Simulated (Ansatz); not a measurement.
**Sb2Se3 (Antimonselite): properties at the relaxed cell**

An exercise on one series of results from a longer session: the logs are not shown, and one member is left open.

Computed with Ansatz 0.2.0 (DFT PBE+D3(BJ), scalar-relativistic, plane waves, PAW, unless a step's input says otherwise).

1 further run of the same task is left out (set aside as unsound or not needed).

### The system as given

Symmetry: Pnma, No. 62, orthorhombic system. Conventional cell: a = 11.663 Å, b = 3.989 Å, c = 11.361 Å, α = 90.00°, β = 90.00°, γ = 90.00°. Around Sb (site symmetry m) lie 6 Se at 2.72 to 3.12 Å. Around Sb (site symmetry m) lie 5 Se at 2.64 to 3.01 Å. Se (site symmetry m) has 5 Sb at 2.64 to 3.12 Å as nearest neighbours. Se (site symmetry m) has 3 Sb at 2.72 to 3.08 Å as nearest neighbours. Se (site symmetry m) is surrounded by 3 Sb at 2.73 to 2.79 Å.

Coordinates:

```cif
data_structure
_symmetry_space_group_name_H-M 'P 1'
_symmetry_Int_Tables_number 1
_cell_length_a 11.6631
_cell_length_b 3.9893
_cell_length_c 11.3615
_cell_angle_alpha 90.000
_cell_angle_beta 90.000
_cell_angle_gamma 90.000
_cell_volume 528.62
loop_
_atom_site_label
_atom_site_type_symbol
_atom_site_fract_x
_atom_site_fract_y
_atom_site_fract_z
_atom_site_occupancy
Sb1 Sb 0.01966 0.25000 0.32927 1
Sb2 Sb 0.98034 0.75000 0.67073 1
Sb3 Sb 0.48034 0.75000 0.82927 1
Sb4 Sb 0.51966 0.25000 0.17073 1
Sb5 Sb 0.15140 0.75000 0.03980 1
Sb6 Sb 0.84860 0.25000 0.96020 1
Sb7 Sb 0.34860 0.25000 0.53980 1
Sb8 Sb 0.65140 0.75000 0.46020 1
Se1 Se 0.05585 0.25000 0.86748 1
Se2 Se 0.94415 0.75000 0.13252 1
Se3 Se 0.44415 0.75000 0.36748 1
Se4 Se 0.55585 0.25000 0.63252 1
Se5 Se 0.12881 0.75000 0.44668 1
Se6 Se 0.87119 0.25000 0.55332 1
Se7 Se 0.37119 0.25000 0.94668 1
Se8 Se 0.62881 0.75000 0.05332 1
Se9 Se 0.21615 0.25000 0.19844 1
Se10 Se 0.78385 0.75000 0.80156 1
Se11 Se 0.28385 0.75000 0.69844 1
Se12 Se 0.71615 0.25000 0.30156 1
```

It is the result of an earlier relaxation at this level (volume 26.43 Å³/atom; gap on the mesh: 0.84 eV).

Set-up of the first run:

File input.yaml:

```yaml
crystal:
  lattice:
    - [11.6630882479, 0.0, 0.0]
    - [0.0, 3.9892801209, 0.0]
    - [0.0, 0.0, 11.3614759175]
  atoms:
    - { symbol: Sb, position: [0.0196597003, 0.25, 0.3292725874] }
    - { symbol: Sb, position: [0.9803402997, 0.75, 0.6707274126] }
    - { symbol: Sb, position: [0.4803402997, 0.75, 0.8292725874] }
    - { symbol: Sb, position: [0.5196597003, 0.25, 0.1707274126] }
    - { symbol: Sb, position: [0.1514025229, 0.75, 0.039801807] }
    - { symbol: Sb, position: [0.8485974771, 0.25, 0.960198193] }
    - { symbol: Sb, position: [0.3485974771, 0.25, 0.539801807] }
    - { symbol: Sb, position: [0.6514025229, 0.75, 0.460198193] }
    - { symbol: Se, position: [0.0558487101, 0.25, 0.8674799452] }
    - { symbol: Se, position: [0.9441512899, 0.75, 0.1325200548] }
    - { symbol: Se, position: [0.4441512899, 0.75, 0.3674799452] }
    - { symbol: Se, position: [0.5558487101, 0.25, 0.6325200548] }
    - { symbol: Se, position: [0.1288138437, 0.75, 0.4466842322] }
    - { symbol: Se, position: [0.8711861563, 0.25, 0.5533157678] }
    - { symbol: Se, position: [0.3711861563, 0.25, 0.9466842322] }
    - { symbol: Se, position: [0.6288138437, 0.75, 0.0533157678] }
    - { symbol: Se, position: [0.2161517876, 0.25, 0.1984404276] }
    - { symbol: Se, position: [0.7838482124, 0.75, 0.8015595724] }
    - { symbol: Se, position: [0.2838482124, 0.75, 0.6984404276] }
    - { symbol: Se, position: [0.7161517876, 0.25, 0.3015595724] }
basis:
  ecutwfc: 420
kpoints:
  mp_grid: { grid: [4, 8, 4] }
hamiltonian:
  xc: pbesol
scf:
  occupations: { method: gaussian, width: 0.02 }
output:
  forces: true
  stress: true
  eigenvalues: true
relax:
  adjacent_minimum: "off"
  f_tol: 0.005
  max_steps: 50
  cell: { stress_tol: 0.05 }
```

Run with:

```bash
$ ansatz run input.yaml --threads 8 --pin off --max-ram 22528MiB --backend cpu --events-out ev --progress --plain --runs-dir out
```

Among the steps run: Relaxing with PBEsol; Relaxing with PBE; The cell under LDA; The cell under r2SCAN.

One table of the session follows, with a row left open; its other results are not shown here.

It belongs to the step «One structure, several functionals». 

```
functional   a (Å)  b (Å)   c (Å)  volume (Å³/atom)  gap on the mesh (eV)
PBE+D3(BJ)  11.663  3.989  11.361             26.43                  0.84
    PBEsol  11.795  3.978  11.322             26.56                  0.78
       PBE       ?      ?       ?                 ?                     ?
       LDA  11.533  3.956  11.222             25.60                  0.75
    r2SCAN  12.439  4.001  11.762             29.27                  1.19
```

Q: Estimate the row for PBE from the others.

The run gave: a (Å): 12.781; b (Å): 4.032; c (Å): 11.573; volume (Å³/atom): 29.82; gap on the mesh (eV): 0.81. In the column «a (Å)» it is the highest.
